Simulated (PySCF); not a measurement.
**The bond of SnPb+, level by level**

One job finds the state of SnPb+, follows it along the bond with each method and fits the curves.

Computed with PySCF 2.14.0. Level: Sn def2-SVP with ECP28, Pb def2-SVP with ECP60, scalar-relativistic core potentials.

## 1. The job

A driver script around PySCF takes these settings:

| Quantity | Value |
| --- | --- |
| atoms | Sn, Pb |
| charge | 1 |
| basis | Sn def2-SVP with ECP28, Pb def2-SVP with ECP60 |
| Hamiltonian | scalar-relativistic core potentials |
| basis functions | 52 |
| electrons treated | 43 |
| masses in u | 119.9022, 207.9766 |
| levels | PBE0, PBE, r²SCAN, TPSSh, B2PLYP, BLYP, HSE06, HF, MP2, SCS-MP2, CCSD, CCSD(T) |
| grid | 80 radial by 434 angular points |
| occupations | held fixed by the projection of orbital angular momentum |
| dissociation limit | Sn+ + Pb, each in its ground configuration |
| starting distance in angstrom | 2.845 |
| values of 2S to try | 1, 3 |

Started as:

```bash
OMP_NUM_THREADS=1 python dia.py task.json out
```

Further steps of the session: PBE0 along the bond; Excited determinants; PBE (GGA); r²SCAN; TPSSh; B2PLYP (double hybrid); BLYP (GGA); HSE06; UHF (mean field); Correlated methods on the Hartree–Fock reference.

**Question.** What will these runs give? Wanted: for each run, Re; ωe; De; μ.

The runs gave:

Lowest PBE0 solution found, without spin–orbit coupling: ⁴Σ⁻ (quartet), unpaired electrons σ ↑, π ↑↑. State 2 has its PBE0 minimum 0.29 eV higher. State 3 has its PBE0 minimum 0.40 eV higher, as a spin-mixed determinant (⟨S²⟩ = 1.76), so this is no gap between pure states. State 4 has its PBE0 minimum 0.92 eV higher. The other levels ran on the lowest alone.

```csv
level,Re (Å),ωe (cm⁻¹),De (eV),μ (D)
UHF,2.848,158.8,1.57,-0.90
UHF-MP2,2.854,153.5,2.44,n/a
UHF-SCS-MP2,2.832,162.5,2.13,n/a
UHF-CCSD,2.880,146.9,2.32,n/a
UHF-CCSD(T),2.893,142.0,2.45,n/a
PBE,2.912,134.6,3.06,-1.17
BLYP,2.966,124.2,2.87,-1.28
r²SCAN,2.869,143.7,2.97,-1.11
TPSSh,2.871,143.6,2.91,-1.05
PBE0,2.859,148.0,2.80,-1.10
HSE06,2.869,145.7,2.86,-1.13
B2PLYP,2.882,143.6,2.58,-1.11
```

De is counted to Sn+ + Pb in their ground configurations. A positive dipole points from Sn to Pb; in an ion it is taken about the centre of mass and does not tell which atom is negative.

Differences from CCSD(T) in the same basis:

```
      level  Re (mÅ)  ωe (%)
        UHF      -46   +11.9
    UHF-MP2      -39    +8.1
UHF-SCS-MP2      -62   +14.4
   UHF-CCSD      -13    +3.5
        PBE      +19    -5.2
       BLYP      +73   -12.5
     r²SCAN      -25    +1.2
      TPSSh      -22    +1.2
       PBE0      -35    +4.3
      HSE06      -24    +2.6
     B2PLYP      -12    +1.1
```

Against CCSD(T) in the same basis, the bond length is nearest at B2PLYP (-12 mÅ) and farthest at BLYP (+73 mÅ); the wavenumber is nearest at B2PLYP (+1.1 %) and farthest at UHF-SCS-MP2 (+14.4 %). Hartree–Fock falls on the short and stiff side, its usual fault. PBE gives a bond that is too long and too soft, as GGAs tend to. CCSD(T) in a basis this small is itself some way from its limit, more so than the functionals. Among the levels with a De in the table, it runs from 1.57 eV (UHF) to 3.06 eV (PBE).

Correlated steps freeze 8 core orbitals. Spin–orbit coupling is left out, which matters for elements this heavy, above all for dissociation energies. B2PLYP dipoles, levels and charges come from its SCF part alone. With spin–orbit coupling the term label itself may not hold.
